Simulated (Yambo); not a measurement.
**SnSe: optical spectrum with PBEsol**

The system is SnSe.

```
Sn Se
1.0
     0.00000    3.01000    3.01000
     3.01000    0.00000    3.01000
     3.01000    3.01000    0.00000
Sn Se
1 1
Direct
  0.00000 0.00000 0.00000
  0.50000 0.50000 0.50000
```

Measurements of this composition are mostly on another form, of space group No. 62.

```
Program                             : Yambo 5.3.0
Task                                : optical spectrum
Functional                          : PBEsol
Potentials or basis                 : PseudoDojo 0.4.1 SR PBEsol standard
Cutoff                              : 1170 eV
Density cutoff                      : 4680 eV
k mesh                              : 10 × 10 × 10
Occupations                         : fixed
Spin                                : no spin polarisation
k mesh of the self-consistent run   : 10 × 10 × 10
Direction of the field or of q to 0 : x
Broadening                          : 0.2 eV
Kernel                              : none (independent particles)
Top of the energy range             : 30 eV
Energy points                       : 150
Correction of the levels            : none
Bands in the response               : 30
```

| Item | Value |
| --- | --- |
| Band gap on the k mesh, mean-field level | 0.52 eV, indirect (least direct gap 0.62 eV) |
| Absorption peak | 1.81 eV |
| Electronic dielectric constant along the field | 36.88 |

Dielectric function (along the field direction of the input):
| energy (eV) | real part | imaginary part |
| --- | --- | --- |
| 0.40 | 39.71 | 8.90 |
| 0.81 | 34.33 | 20.21 |
| 1.21 | 34.77 | 16.51 |
| 1.81 | 16.09 | 48.92 |
| 2.21 | -10.74 | 35.70 |
| 2.82 | -6.46 | 18.59 |
| 3.22 | -4.93 | 17.28 |
| 3.83 | -9.00 | 8.70 |
| 4.23 | -6.30 | 5.60 |
| 4.83 | -3.66 | 4.62 |
| 5.23 | -2.27 | 3.81 |
| 5.84 | -1.51 | 3.65 |
| 6.24 | -0.99 | 3.66 |
| 6.85 | -1.40 | 3.94 |
| 7.25 | -1.25 | 3.96 |
| 7.85 | -1.68 | 3.96 |
| 8.26 | -2.07 | 3.04 |
| 8.86 | -2.19 | 2.54 |
| 9.26 | -1.61 | 1.79 |
| 9.87 | -1.67 | 1.73 |
| 10.27 | -1.24 | 1.22 |
| 10.87 | -1.07 | 1.19 |
| 11.28 | -0.89 | 1.03 |
| 11.88 | -0.84 | 0.91 |
| 12.28 | -0.72 | 0.76 |
| 12.89 | -0.45 | 0.64 |
| 13.29 | -0.40 | 0.58 |
| 13.89 | -0.20 | 0.47 |
| 14.30 | -0.16 | 0.51 |
| 14.90 | -0.06 | 0.41 |
| 15.30 | 0.04 | 0.37 |
| 15.91 | 0.04 | 0.40 |
| 16.31 | 0.15 | 0.33 |
| 16.91 | 0.18 | 0.34 |
| 17.32 | 0.22 | 0.31 |
| 17.92 | 0.32 | 0.31 |
| 18.32 | 0.29 | 0.32 |
| 18.93 | 0.33 | 0.21 |
| 19.33 | 0.40 | 0.19 |
| 19.93 | 0.46 | 0.18 |

Energy-loss function:
| energy (eV) | loss |
| --- | --- |
| 0.0 | 0.004 |
| 1.2 | 0.011 |
| 2.6 | 0.044 |
| 3.8 | 0.056 |
| 5.2 | 0.194 |
| 6.4 | 0.244 |
| 7.9 | 0.214 |
| 9.1 | 0.242 |
| 10.5 | 0.449 |
| 11.7 | 0.566 |
| 13.1 | 1.054 |
| 14.3 | 1.802 |
| 15.7 | 2.204 |
| 16.9 | 2.287 |
| 18.3 | 1.720 |
| 19.5 | 0.858 |
| 20.9 | 0.409 |
| 22.1 | 0.308 |
| 23.6 | 0.718 |
| 24.8 | 0.677 |
| 26.2 | 0.824 |
| 27.4 | 0.608 |
| 28.8 | 0.292 |
| 30.0 | 0.172 |

It took 2.1 min on 1 thread of Arm Neoverse V2, on a shared host.

Caveat: independent-particle spectra lack excitons; spin-orbit coupling is left out, which moves the levels of the heavy elements. A k mesh can miss the band edges.
